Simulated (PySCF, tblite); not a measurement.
**C₄H₁₂Si₂: geometry, infrared bands and NMR shifts**

Wanted: the infrared bands and NMR shifts of C₄H₁₂Si₂ (`C[C@@H]1[SiH2]C[Si@@H]1C`), by calculation.

The runs use tblite 0.8.0 and PySCF 2.14.0, with density-fitted response routines of our own; the level of theory stands in each step. All values are computed, except where a source is named. Atoms are numbered from 0 throughout.

**1. Starting geometry**

18 atoms, charge 0, multiplicity 1; geometry from: force field or distance geometry start.

Bonds of the start (Å): C0–C1 1.51, C1–Si2 1.91, Si2–C3 1.90, C3–Si4 1.91, Si4–C5 1.83, Si4–C1 1.91, C0–H6 1.10, C0–H7 1.10, C0–H8 1.09, C1–H9 1.11, Si2–H10 1.49, Si2–H11 1.49, C3–H12 1.07, C3–H13 1.09, Si4–H14 1.48, C5–H15 1.08, C5–H16 1.10, C5–H17 1.10.

**2. Geometry optimisation with GFN2-xTB**

What the job is given:

```
{"job": {"kind": "relax", "xc": "GFN2-xTB", "basis": "xTB"}, "charge": 0, "multiplicity": 1}
C     -0.447100    -1.545400    -1.063100
C     -0.751000    -0.866300     0.253700
Si    -1.860000     0.686200     0.168200
C     -0.287500     1.737700    -0.020800
Si     0.576600     0.333000     0.936000
C      2.239800    -0.010200     0.264400
H     -1.347200    -2.054400    -1.441200
H     -0.118100    -0.841800    -1.837700
H      0.328800    -2.307800    -0.944900
H     -1.095900    -1.573600     1.033300
H     -2.602900     0.946200     1.430000
H     -2.739500     0.711600    -1.036800
H      0.039000     1.847800    -1.036400
H     -0.305300     2.695500     0.491800
H      0.522300     0.502500     2.405800
H      2.245100    -0.072200    -0.813400
H      2.955700     0.778700     0.549800
H      2.638600    -0.961400     0.649700
```

The run is started by

```
$ OMP_NUM_THREADS=1 python probes_run.py task.json out
```

The driver reads the jobs from task.json and runs them one after another.

**Question.** This job is followed by: GFN2-xTB harmonic vibrations, gas phase; GIAO PBE0/pcSseg-1 NMR shielding, non-relativistic, gas phase. What will the session give for the following? strongest single infrared mode (GFN2-xTB); zero-point energy (GFN2-xTB); 13C shifts against TMS (PBE0/pcSseg-1); 1H shifts against TMS (PBE0/pcSseg-1, means over atoms taken as alike); 29Si shifts against TMS (PBE0/pcSseg-1).

As calculated:

| quantity | value |
| --- | --- |
| strongest single infrared mode (GFN2-xTB) | 2225 cm⁻¹, 562 km/mol |
| zero-point energy (GFN2-xTB) | 89.3 kcal/mol |
| 13C shifts against TMS (PBE0/pcSseg-1) | 14.8, 14.0, -4.5, -5.3 ppm |
| 1H shifts against TMS (PBE0/pcSseg-1, means over atoms taken as alike) | 5.13, 4.86, 4.55, 1.45, 1.24, 0.49, 0.33, 0.18 ppm |
| 29Si shifts against TMS (PBE0/pcSseg-1) | -4.5, -29.4 ppm |

The optimisation took 142 steps and gained 0.357 eV; among the close pairs (by a distance rule), Si4–C5 changed most, from 1.826 to 1.896 Å. All 48 modes are real, so the xTB geometry is a minimum. The strongest single mode, at 2225 cm⁻¹, moves mainly H11. Unscaled tight-binding wavenumbers are off by several per cent, some by more. Its intensities can rank the bands wrongly. At PBE0/pcSseg-1: Shielding is most anisotropic at Si2 (span 89 ppm, paramagnetic term -503 ppm).
